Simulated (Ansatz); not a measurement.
# BBrH3OSi radical: basis-set convergence

The task here is to estimate one member of a computed series from the others.

Computed with Ansatz 0.2.0, Gaussian basis. Level: one geometry, several basis sets.

Levels to be run: PBE0-D4/def2-SVP; ωB97M-V/def2-SVP; PBE0-D4/def2-QZVPP; ωB97M-V/def2-QZVPP; the functionals' def2-TZVPP values are taken from earlier runs.

**The relaxed structure**

An earlier PBE0-D4 in a triple-zeta def2 set relaxation fixed the geometry.

7 atoms, charge 0, spin multiplicity 2.

Atoms are counted from 1 here; the program's logs count them from 0.

Bond lengths: Si1–O2 1.677 Å, Si1–H5 1.480 Å, Si1–H6 1.478 Å, Si1–H7 1.480 Å, O2–B3 1.316 Å, B3–Br4 1.934 Å. Angles: O2–Si1–H5 109.0°, O2–Si1–H6 105.7°, O2–Si1–H7 109.0°, H5–Si1–H6 111.0°, H5–Si1–H7 111.0°, H6–Si1–H7 111.0°, Si1–O2–B3 135.5°, O2–B3–Br4 124.7°.

The first run:

Contents of in.yaml:

```yaml
crystal:
  periodic: [false, false, false]
  atoms:
    - {symbol: Si, position_ang: [0.147356, 0.893463, -0.014552]}
    - {symbol: O, position_ang: [-0.619925, -0.365439, 0.784822]}
    - {symbol: B, position_ang: [-0.696596, -1.669645, 0.627005]}
    - {symbol: Br, position_ang: [0.183360, -2.661939, -0.781144]}
    - {symbol: H, position_ang: [-0.341588, 0.946544, -1.410838]}
    - {symbol: H, position_ang: [-0.221322, 2.120332, 0.722856]}
    - {symbol: H, position_ang: [1.610014, 0.668684, 0.026051]}
basis:
  gaussian: {orbitals: def2-SVP}
magnetization: {spin_polarized: true, initial_magnetization: 1}
hamiltonian: {xc: pbe0, dispersion: d4}
output: {orbitals: {seedname: orbitals}}
```

Among the steps run: PBE0-D4 in def2-SVP; ωB97M-V in def2-SVP; PBE0-D4 in def2-QZVPP; ωB97M-V in def2-QZVPP.

One table of the session follows, with a row left open; its other results are not shown here.

It belongs to the step «Density functionals: the series». 

```
functional       basis  HOMO (eV)  LUMO (eV)
   PBE0-D4    def2-SVP      -5.91      -1.50
   PBE0-D4  def2-TZVPP      -6.05      -1.74
   PBE0-D4  def2-QZVPP      -6.06      -1.76
   ωB97M-V    def2-SVP      -7.68       0.13
   ωB97M-V  def2-TZVPP      -7.87      -0.26
   ωB97M-V  def2-QZVPP          ?          ?
```

Q: Estimate the row for ωB97M-V, def2-QZVPP from the others.

**Answer.** HOMO (eV): -7.88; LUMO (eV): -0.32. In the column «HOMO (eV)» it is the lowest.
